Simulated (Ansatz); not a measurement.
I need a test of the smearing width of GaFe₂, space group P-3m1. Use the Ansatz DFT code, driven from Python. Use (first run): r2SCAN, PAW, cutoff 600 eV, 13×13×5 k-points, cold smearing of 0.5 eV, collinear spin. The script varies width (eV): 0.5, 0.3, 0.2, 0.1.

```
CELL_PARAMETERS angstrom
2.65302 0.00000 0.00000
-1.32651 2.29758 0.00000
0.00000 0.00000 6.33909
ATOMIC_POSITIONS crystal
Ga 0.00000 0.00000 0.00000
Fe 0.33333 0.66667 0.66656
Fe 0.66667 0.33333 0.33344
```

`smear_gafe2.py`
```python
"""Smearing width test for GaFe2."""

import logging
import sys

import ansatz as az
import pandas as pd

logging.basicConfig(stream=sys.stdout, format="[%(levelname)s] %(message)s")
log = logging.getLogger("calc")
log.setLevel(logging.INFO)

lattice = az.Lattice.of(
    (2.65302, 0.0, 0.0),
    (-1.32651, 2.29758, 0.0),
    (0.0, 0.0, 6.33909),
)
sites = [
    ("Ga", (0.0, 0.0, 0.0), 0.0),
    ("Fe", (1 / 3, 2 / 3, 0.66656), 3.5),
    ("Fe", (2 / 3, 1 / 3, 0.33344), -3.5),
]
structure = az.Crystal(lattice=lattice)
for symbol, position, moment in sites:
    structure = structure.atom(symbol, position, moment=moment or None)

base = (
    structure.calculation()
    .functional(az.Functional.R2SCAN)
    .basis(600)
    .kpoints(13, 13, 5)
    .spin("collinear")
    .scf(max_iterations=55)
)

rows = []
for value in [0.5, 0.3, 0.2, 0.1]:
    r = base.occupations("cold", width=value).run(threads=1).report
    rows.append((value, r["free_energy_ev"] / len(r["lattice"]["sites"]), r["n_iterations"], r["magnetization_mub"], r["n_kpoints"]))

table = pd.DataFrame(rows, columns=["width (eV)", "F/atom (eV)", "iterations", "moment (muB)", "k-points"])
print(table.round(5).to_string(index=False))

# differences from the last row
for row in rows[:-1]:
    shift = 1000 * (row[1] - rows[-1][1])
    log.info(f"{row[0]}: {shift:+.2f} meV/atom" + ("  (within 5 meV)" if abs(shift) < 5 else ""))
```

```console
$ python smear_gafe2.py
 width (eV)  F/atom (eV)  iterations  moment (muB)  k-points
        0.5  -4253.83411          18           0.0        91
        0.3  -4253.82955          18           0.0        91
        0.2  -4253.82773          18           0.0        91
        0.1  -4253.82752          18           0.0        91
[INFO] 0.5: -6.59 meV/atom
[INFO] 0.3: -2.04 meV/atom  (within 5 meV)
[INFO] 0.2: -0.22 meV/atom  (within 5 meV)
```

Going from 0.1 to 0.5 eV changes F by -6.6 meV an atom. This scheme is built to cancel the term in the square of the width, so the shifts stay small and are partly the mesh's error.

What to keep in mind:
- The magnetic order follows from the starting moments and needn't be the lowest.
- The overall sign of a collinear moment is arbitrary, and semilocal functionals can give small moments to compounds that are paramagnetic.
- The narrowest width needs the finest mesh, so the last row is no converged reference.
- r2SCAN tends to overestimate the moments of itinerant magnets.
- This cell is a computed structure, which may not be the phase found in nature.
- Timing: 7.2 min on 1 thread of Arm Neoverse V2 (shared host), peak memory 0.74 GiB.
